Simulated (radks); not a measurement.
# Mn²⁺ in [Ar] 3d5: an all-electron calculation

The task here is to estimate one member of a computed series from the others.

Program: radks (a radial shooting solver on a logarithmic mesh, Libxc functionals) version 1. Level of theory: non-relativistic Kohn-Sham, SCAN, spin-polarised, spherical densities, point nucleus; open shells are filled with parallel spins first. These are calculated values, not measurements, unless marked.

## Starting point

* element: manganese (Z = 25)
* charge: +2
* electrons: 23
* configuration: [Ar] 3d5

Outer shells as boxes (Hund's rule):

Mn²⁺
```
[Ar] core
3d [↑ ][↑ ][↑ ][↑ ][↑ ]
```

Set-up of the first run:

Input:

```text
Z 25
configuration [Ar] 3d5
relativity non-relativistic
functional scan,scan
spin polarised
nucleus point
```

Run with:

```console
$ python run_ks.py task.json out
```

This one command runs every case of the session in turn.

One table of the session follows, with a row left open; its other results are not shown here.

It belongs to the step «Radial structure». Radial moments (bohr):

| level | <r> | outermost maximum (interpolated) | 90 % within | nodes |
| --- | --- | --- | --- | --- |
| 1s down | 0.06158 | 0.0405 | 0.110 | 0 |
| 1s up | 0.06158 | 0.0405 | 0.110 | 0 |
| 2s up | 0.2822 | 0.235 | 0.437 | 1 |
| 2s down | 0.2813 | 0.235 | 0.435 | 1 |
| 2p up | ? | ? | ? | ? |
| 2p down | 0.2476 | 0.189 | 0.405 | 0 |
| 3s up | 0.8588 | 0.744 | 1.28 | 2 |
| 3s down | 0.8647 | 0.745 | 1.30 | 2 |
| 3p up | 0.9050 | 0.757 | 1.39 | 1 |
| 3p down | 0.9135 | 0.759 | 1.41 | 1 |
| 3d up | 1.116 | 0.759 | 1.90 | 0 |
| 3d down | 1.176 | 0.774 | 2.04 | 0 |

Estimate the missing values for 2p up.

**Answer.** <r>: 0.2485; outermost maximum (interpolated): 0.190; 90 % within: 0.407; nodes: 0. In the column «<r>» it lies between 2p down (0.2476) and 2s down (0.2813).

To keep in mind: Open shells are spherical and high-spin; term and fine-structure splittings are not resolved.
